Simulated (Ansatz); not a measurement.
From input file to script: CsO₂, space group I4/mmm in Ansatz 0.2.0.

```yaml
crystal:
  lattice:
    - [-2.2385, 2.2385, 3.675]
    - [2.2385, -2.2385, 3.675]
    - [2.2385, 2.2385, -3.675]
  atoms:
    - { symbol: Cs, position: [0.0, 0.0, 0.0] }
    - { symbol: O, position: [0.4189, 0.4189, 0.0] }
    - { symbol: O, position: [0.5811, 0.5811, 0.0] }
basis:
  ecutwfc: 435.3821799358
kpoints:
  mp_grid: { grid: [8, 8, 8], shift: [0.0, 0.0, 0.0] }
hamiltonian:
  xc: lda
  pseudopotentials: { kind: paw }
scf:
  occupations: { method: fermi_dirac, width: 0.15 }
output:
  forces: true
  eigenvalues: true
```

Launched from the shell:
```console
$ ansatz run input.yaml --threads 1 --pin off --max-ram 3072MiB --backend cpu --events-out ev --progress --plain --runs-dir out
Engine: ansatz 0.2.0, x86_64-unknown-linux-gnu
Pseudopotentials: kind: paw
Pseudopotential: Cs, paw, valence charge 9, recommended cutoff 420 eV (normal), Cs.paw.azcp
Pseudopotential: O, paw, valence charge 6, recommended cutoff 420 eV (normal), O.paw.azcp
Functional definition: SPW92
  exchange = slater_x
  correlation = pw_c
Crystal: 3 atoms, lattice volume = 73.660 Å³
Basis set: ecut = 435.3821799358 eV, 1557 PW (Γ)
Bands: 15, of which v1, the nominal top of the filled ones, is band 11 counted from 1 (10 counted from 0)
Symmetry: 16 space group operations
Space group: I4/mmm (ITA 139), of the structure as read, at distance tolerance 4.2e-5 Å
k-points: 59 of 512
Non-local potential: Cs, projectors of the file, l = 0: 3, l = 1: 2, l = 2: 2, l = 3: 2
Non-local potential: O, projectors of the file, l = 0: 2, l = 1: 2, l = 2: 1
PAW form: soft (Blöchl's): semilocal exchange-correlation on the pseudo side does not see the compensation charge
PAW frozen core: Cs, regenerated for the run's functional, and the local potential with it (the file was generated under x = pbe(κ = 0.804, μ = 0.2195149727645171), c = pbe(β = 0.06672455060314922))
PAW frozen core: O, regenerated for the run's functional, and the local potential with it (the file was generated under x = pbe(κ = 0.804, μ = 0.2195149727645171), c = pbe(β = 0.06672455060314922))
PAW one-centre angular grid: Cs, 194 points (default); XC on 64 Gauss nodes
PAW one-centre angular grid: O, 110 points (default); XC on 64 Gauss nodes
Initial density: superposition of atomic densities (neutral atoms: chi_scale 0, normalization atom), corrected by the library's trained network
Initial wavefunctions: pseudopotential atomic-orbital guess
Functional: x = slater, c = lda
SCF iter   1: F=—  HF=-6612.426241 eV  |F-HF|=—  |Δ(HF+E_count)|=         —  Δρ=1.35e-2  dr2=1.62e-1  ethr=1.77e-3  ⟨swp⟩=6.2  Hψ=5252  notcnv=0
preconditioner: auto → LDOS  [metal: Δε(μ)=0.009 eV  Ē_g=11.645 eV  σ=0.150 eV  W_gap=0.02  n_scr=14 (ndim 8)  ℏωp=17.8 eV  f_vac=0.107  D(μ)=4.07/eV (n_scr^D=34)  β→1.0]
SCF iter   2: F=—  HF=-6612.385245 eV  |F-HF|=—  |Δ(HF+E_count)|=   4.10e-2  Δρ=4.70e-3  dr2=1.99e-2  ethr=7.70e-4  ⟨swp⟩=2.3  Hψ=1802  notcnv=0
SCF iter   3: F=—  HF=-6612.380907 eV  |F-HF|=—  |Δ(HF+E_count)|=   4.34e-3  Δρ=1.49e-3  dr2=2.01e-3  ethr=9.48e-5  ⟨swp⟩=2.7  Hψ=1477  notcnv=0
SCF iter   4: F=—  HF=-6612.380305 eV  |F-HF|=—  |Δ(HF+E_count)|=   6.02e-4  Δρ=1.69e-4  dr2=2.08e-5  ethr=9.57e-6  ⟨swp⟩=2.0  Hψ=1473  notcnv=0
SCF iter   5: F=—  HF=-6612.380301 eV  |F-HF|=—  |Δ(HF+E_count)|=   3.28e-6  Δρ=2.55e-5  dr2=3.26e-7  ethr=9.91e-8  ⟨swp⟩=2.1  Hψ=1379  notcnv=0
SCF iter   6: F=-6612.380302 eV  HF=-6612.380302 eV  |F-HF|=7.30e-9  |Δ(HF+E_count)|=   1.97e-7  Δρ=5.58e-6  dr2=2.21e-8  ethr=4.76e-10  ⟨swp⟩=6.9  Hψ=4547  notcnv=0
SCF 1 converged in 6 iterations: F = -6612.380302 eV  dr2 = 2.21e-8
  greatest PAW one-centre occupation: 0.926 electrons in one spin orbital (limit 2), on the Cs atom at site 0 (counted from 0), in its partial waves of l = 0
SCF converged after 6 iterations
Free energy (F): -6612.380302 eV
Harris-Foulkes:  -6612.380302 eV  (|F-HF|=7.30e-9)
Internal energy: -6612.096079 eV  (E = F + TS)
E sigma→0 (E₀):  -6612.238190 eV
Entropy (-TS):   -0.284223 eV (-94.741 meV/atom)
Fermi energy:    4.561111 eV
--- Per-component energies (eV) ---
  E_band       = -124.304583
  E_kinetic    = 490.858885
  E_local      = -1304.052171  (includes V_loc(G=0)·N_el)
  E_nonlocal   = 134.897899
  E_hartree    = 480.299820
  E_xc         = -315.378588
  E_vxc        = -309.907057  (∫ρ·V_xc dr)
  E_paw        = -5197.160768  (= ΣΔE_a)
  E_vpaw       = -96.711434  (= ΣTr[D̂ρ^β])
  E_aug_tail   = 0.004697  (compensation charges beyond the density's cutoff)
  E_ewald      = -902.030251
  E_core_change = 0.464399  (= ΣΔE_core)
  E_smearing   = -0.284223  (= −TS)
  E_closure    = -0.000000  (closes the sum)
  Σ components = -6612.380302   (vs F -6612.380302, Δ=0.00e0)
--- Forces (eV/Å), atoms counted from 1 ---
  atom   1  Cs     0.00000000     0.00000000     0.00000000
  atom   2  O      0.00000000    -0.00000000    -7.86340649
  atom   3  O      0.00000000     0.00000000     7.86340649
  max |Σ_I F_I| component: 4.34e-19 eV/Å
--- Band table (eV; the first three rows and the last of 59) ---
  k-point 0: bands = ["-22.1768", "-17.1289", "-9.0535", "-4.0725", "-4.0725", "-3.6441", "-3.2874", "-2.2825", "-2.2825", "4.1325", "4.1325", "7.0782", "8.4875", "10.1878", "10.7429"]
  k-point 1: bands = ["-22.1732", "-17.1256", "-9.0642", "-4.1532", "-3.9823", "-3.6556", "-3.2127", "-2.5966", "-2.2505", "4.0557", "4.2565", "7.4817", "8.8981", "10.1418", "10.3934"]
  k-point 2: bands = ["-22.1655", "-17.1122", "-9.0919", "-4.3390", "-4.1438", "-3.6698", "-3.0663", "-2.7875", "-2.1720", "3.8737", "4.4788", "8.3850", "9.5316", "10.0364", "10.6956"]
  k-point 58: bands = ["-22.1636", "-17.1004", "-9.2819", "-4.3345", "-4.3345", "-3.7774", "-3.0724", "-2.1295", "-2.1295", "4.6356", "4.6356", "7.2423", "8.7998", "9.9474", "11.7256"]
```

`run_scf.py`:
```python
"""Ground state of CsO2 at the given structure."""

import ansatz

cell = (
    ansatz.Lattice.of([-2.2385, 2.2385, 3.675], [2.2385, -2.2385, 3.675], [2.2385, 2.2385, -3.675])
    .atom("Cs", [0.0, 0.0, 0.0])
    .atom("O", [0.4189, 0.4189, 0.0])
    .atom("O", [0.5811, 0.5811, 0.0])
)

# the calculation
model = (
    cell.calculation()
    .functional("LDA")
    .pseudopotentials("paw")
    .basis(16 * ansatz.Ha)
    .kpoints(8, center="gamma")
    .occupations("fermi_dirac", width=150 * ansatz.meV)
    .forces()
    .band_table()
)
done = model.run(threads=1)
rep = done.report

print(f"free energy      {rep['free_energy_ev']:.5f} eV")
print(f"per atom         {rep['free_energy_ev'] / len(done.lattice.sites):.5f} eV")
print(f"SCF iterations   {rep['n_iterations']}  (converged: {rep['converged']})")

if done.unlabelled_reasons:
    print("not a label:", done.unlabelled_reasons)
else:
    print(done.training_frame().splitlines()[0], "atoms in the frame")

gap = None if "band_edges_ev" not in rep else rep["band_edges_ev"][1] - rep["band_edges_ev"][0]
print("gap on the k mesh:", "none reported" if gap is None else f"{gap:.3f} eV")
```

Output of `python run_scf.py`:
```text
free energy      -6612.38030 eV
per atom         -2204.12677 eV
SCF iterations   6  (converged: True)
3 atoms in the frame
gap on the k mesh: none reported
```

Notes:
- Absolute energies stand on the zero of these potentials, so only differences at equal settings mean something.
- The cell holds an odd number of electrons and is run without spin, so a magnetic state may lie lower.
- For a metal this k-point mesh is coarse: on a finer one energies can move by several to tens of meV an atom and pressures by half a GPa or more, differences at one mesh by less.
- A Fermi-Dirac width this large means warm electrons, whose thermal share enters the free energy.
- The structure is a deposited one; some such entries were measured under pressure or heat, so a shift against it needn't be the functional's error alone.
- Levels are Kohn-Sham eigenvalues on this mesh, without spin-orbit coupling.
- Cost: about 2.8 core-seconds.

(Lines on the test bed's own set-up are left out of the output.)
